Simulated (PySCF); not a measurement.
# C4H6AlFO3: the cost of one run

Programs: PySCF 2.14.0, with routines of our own; each step states its level. All values are computed. Atoms count from 0.

### 1 The starting structure

15 atoms, charge 0, multiplicity 1; geometry from: GFN2-xTB.

### 2 Magnetic properties: GIAO PBE/pcSseg-1

What the job is given:

```
{"job": {"kind": "mag", "xc": "PBE", "basis": "pcSseg-1", "isotopologues": 0}, "charge": 0, "multiplicity": 1}
C      2.516233    -0.627348     0.011120
O      1.703257     0.521621    -0.200433
C      0.403931     0.365962    -0.101478
O     -0.095424    -0.758124     0.170656
Al    -1.847107    -1.292987     0.374878
O     -2.413660     0.375754     0.035534
C     -1.774097     1.453791    -0.232771
C     -0.410746     1.513263    -0.313295
F      0.199830     2.686051    -0.601415
H      2.273839    -1.404976    -0.716352
H      3.541137    -0.288324    -0.115641
H      2.361931    -1.023727     1.016998
H     -1.989116    -1.644100     1.866957
H     -2.120804    -2.234090    -0.812050
H     -2.353619     2.365221    -0.404619
```

Level: GIAO PBE/pcSseg-1 magnetisability, rotational g tensor and spin-rotation constants, non-relativistic, gas phase.

On the command line:

```bash
OMP_NUM_THREADS=1 python excited_run.py task.json out
```

The driver reads the jobs from task.json and runs them one after another.

Q: Estimate the wall time and peak memory of this first job on 1 thread of Intel Xeon 6975P-C, shared host.

About 42 s, with a peak of 0.73 GiB.
